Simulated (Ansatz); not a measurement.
# GaAs: the cost of one run

Program: Ansatz 0.2.0. Level of theory: DFT LDA, scalar-relativistic, plane waves, PAW. These are calculated values, not measurements.

3 further runs of the same task are left out: 3 set aside as unsound or not needed.

## (1) The starting structure

It takes space group F-43m (No. 216, cubic). Conventional cell: a = 5.603 Å, b = 5.603 Å, c = 5.603 Å, α = 90.00°, β = 90.00°, γ = 90.00°. Ga (site symmetry -43m) has 4 As at 2.43 Å as nearest neighbours. As (site symmetry -43m) has 4 Ga at 2.43 Å as nearest neighbours.

Structure file:

```xyz
2
Lattice="0.0000 2.8017 2.8017 2.8017 0.0000 2.8017 2.8017 2.8017 0.0000" Properties=species:S:1:pos:R:3 pbc="T T T"
Ga    0.0000    0.0000    0.0000
As    4.2025    4.2025    4.2025
```

It goes back to an entry of the Materials Project.

It is the result of an earlier relaxation at this level (volume 21.99 Å³/atom; gap on the mesh: 0.49 eV).

## (2) Band edges and mean potential of the bulk

Contents of input.yaml:

```yaml
crystal:
  lattice:
    - [0.0, 2.8016907946, 2.8016907946]
    - [2.8016907946, 0.0, 2.8016907946]
    - [2.8016907946, 2.8016907946, 0.0]
  atoms:
    - { symbol: Ga, position: [0.0, 0.0, 0.0] }
    - { symbol: As, position: [0.75, 0.75, 0.75] }
basis:
  ecutwfc: 420
kpoints:
  mp_grid: { grid: [12, 12, 12] }
  band_path: { path: [VBM, CBM], npoints: 2 }
hamiltonian:
  xc: lda
scf:
  occupations: { method: gaussian, width: 0.02 }
output:
  forces: true
  stress: true
  eigenvalues: true
```

On the command line:

```sh
ansatz run input.yaml --threads 8 --pin off --max-ram 20480MiB --backend cpu --events-out ev --progress --plain --runs-dir out
```

What time and memory should one allow on 8 threads of Arm Neoverse V2, shared host?

About 2 s, with a peak of 0.42 GiB.
